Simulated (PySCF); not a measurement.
# CH6Cl2OSi2: the cost of one run

Computed with PySCF 2.14.0, with density-fitted response routines of our own, on a single molecule in the gas phase. Atoms count from 0, in the outputs and in this text.

### Step 1. Starting geometry

12 atoms, charge 0, multiplicity 1; geometry from: GFN2-xTB. The atoms were then displaced at random by about 0.01 Å, so the start is not that level's minimum.

Bonds of the start (Å): Si0–O1 1.64, O1–Si2 1.61, Si2–Cl3 2.02, Si2–C4 1.89, C4–Cl5 1.78, Si0–H6 1.45, Si0–H7 1.46, Si0–H8 1.50, Si2–H9 1.43, C4–H10 1.10, C4–H11 1.11.

### Step 2. Relaxing the molecule at PBE0-D3(BJ)/def2-SVP

The job: settings as JSON, then the geometry in Å.

```
{"job": {"xc": "PBE0", "basis": "def2-SVP", "d3": "d3bj", "grid": 1, "shake": 0.01, "kind": "geom"}, "charge": 0, "multiplicity": 1}
Si     2.073120     0.661950    -0.328150
O      0.818350    -0.352830    -0.031630
Si    -0.517940    -1.091330     0.484270
Cl    -0.057960    -2.002350     2.226980
C     -1.866190     0.195570     0.822860
Cl    -2.229420     1.110350    -0.664430
H      3.078350     0.390240     0.674420
H      2.480290     0.363550    -1.697220
H      1.514210     2.044010    -0.179850
H     -0.880130    -2.035230    -0.533080
H     -2.806890    -0.255720     1.162040
H     -1.566110     0.943510     1.584180
```

The run is started by

```
$ OMP_NUM_THREADS=1 python probes_run.py task.json out
```

The driver reads the jobs from task.json and runs them one after another.

**Question.** How long does this first job take on 1 thread of Arm Neoverse V1, shared host, and how much memory does it need?

About 3 min, with a peak of 0.56 GiB.
